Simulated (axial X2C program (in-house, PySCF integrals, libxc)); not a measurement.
# InNC⁻: bond lengths and stretches, held linear

How do method and spin–orbit coupling move the bonds and stretches of InNC⁻, held linear?

The runs use an in-house X2C program for linear molecules on PySCF integrals; all-electron X2C, two-component (2c) or spin-free, In dyall-v3z, N dyall-av3z, C dyall-v3z.

All values are calculated.

2 further runs of the same task are left out: 2 set aside as unsound or not needed.

## (1) The job

File task.json:

```json
{
 "zs": [
  49,
  7,
  6
 ],
 "q": -1,
 "bas": [
  "dyall-v3z",
  "dyall-av3z",
  "dyall-v3z"
 ],
 "r0": [
  2.08,
  1.17
 ],
 "symm": 0,
 "scan": [
  "PBE0",
  "HF",
  "LDA"
 ],
 "levels": [
  "PBE0",
  "HF",
  "LDA"
 ],
 "nst": 2
}
```

Keys: zs atomic numbers; q charge; bas basis sets; r0 starting distance in Å; symm equal bonds; scan levels of the two-bond scan (MP2 follows by itself at each HF point); levels methods; nst determinants followed.

The run is started by

```
python solin.py task.json out
```

Masses In 114.904, N 14.003, C 12.000 u.

## (2) Scan at PBE0, 2c

State: Ω = 1/2 (beyond evenly filled blocks: ω = 1/2). Energies above the lowest point, from the job's result record:

```
r(In–N) (Å)  r(N–C) (Å)  E (meV)
     2.2513      1.1417    54.19
     2.2513      1.1710     7.53
     2.2513      1.2003    53.89
     2.3090      1.1417    46.06
     2.3090      1.1710     0.00
     2.3090      1.2003    47.10
     2.3090      1.2296   170.89
     2.3667      1.1417    53.78
     2.3667      1.1710     8.15
     2.3667      1.2003    55.79
     2.4245      1.1710    28.10
     2.4245      1.2296   201.05
```

A quadratic surface with cubic terms in each bond gives the minimum at 2.305 and 1.170 Å, force constants 0.765, 17.5 and coupling 0.05 mdyn/Å.

## (3) Scan at HF, 2c

State: Ω = 1/2 (beyond evenly filled blocks: ω = 1/2). Energies above the lowest point, from the job's result record:

```
r(In–N) (Å)  r(N–C) (Å)  E (meV)
     2.2513      1.1417    14.34
     2.2513      1.1710    35.26
     2.2513      1.2003   152.49
     2.3090      1.1417     0.00
     2.3090      1.1710    21.11
     2.3090      1.2003   138.66
     2.3090      1.2296   335.67
     2.3667      1.1417     1.94
     2.3667      1.1710    23.13
     2.3667      1.2003   140.86
     2.4245      1.1710    37.10
     2.4245      1.2296   352.47
```

A quadratic surface with cubic terms in each bond gives the minimum at 2.329 and 1.150 Å, force constants 0.704, 20.2 and coupling 0.02 mdyn/Å.

## (4) Scan at LDA, 2c

State: Ω = 1/2 (beyond evenly filled blocks: ω = 1/2). Energies above the lowest point, from the job's result record:

```
r(In–N) (Å)  r(N–C) (Å)  E (meV)
     2.2513      1.1417    59.00
     2.2513      1.1710     0.00
     2.2513      1.2003    31.23
     2.3090      1.1417    67.56
     2.3090      1.1710     9.61
     2.3090      1.2003    42.09
     2.3090      1.2296   148.67
     2.3667      1.1417    90.70
     2.3667      1.1710    33.55
     2.3667      1.2003    67.01
     2.4245      1.1710    68.22
     2.4245      1.2296   211.08
```

A quadratic surface with cubic terms in each bond gives the minimum at 2.247 and 1.175 Å, force constants 0.884, 16.5 and coupling 0.09 mdyn/Å.

## (5) The levels side by side

| level | r(In–N) (Å) | r(N–C) (Å) | lower stretch (cm⁻¹) | upper stretch (cm⁻¹) |
| --- | --- | --- | --- | --- |
| PBE0, 2c | 2.305 | 1.170 | 246.6 | 2150.0 |
| HF, 2c | 2.329 | 1.150 | 236.7 | 2311.9 |
| LDA, 2c | 2.247 | 1.175 | 265.1 | 2088.0 |
| MP2, 2c | 2.305 | 1.187 | 245.5 | 2059.4 |
| PBE0, spin-free | 2.301 | 1.170 | 249.4 | 2149.5 |
| HF, spin-free | 2.324 | 1.150 | 240.2 | 2311.8 |
| LDA, spin-free | 2.243 | 1.175 | 267.5 | 2086.8 |
| MP2, spin-free | 2.301 | 1.187 | 248.0 | 2058.1 |

Scans not shown above were run alike.

In words: Over the levels the In–N bond spans 2.243 to 2.329 Å and the N–C bond 1.150 to 1.187 Å. At PBE0 going from spin-free to two-component moves the bonds by +0.004 and -0.000 Å. Each state is one determinant, the lowest of a limited PBE0 search; the stretches come from a fit to few points and are good to some per cent at best. MP2 freezes inner shells (threshold -2 hartree). For an anion the highest level of a functional can be positive, and the basis then holds the extra electron. The molecule was held linear; bending was not examined, so a bent shape may lie lower. Note: functional without a current term on a determinant with orbital currents, of the molecule or an atom.
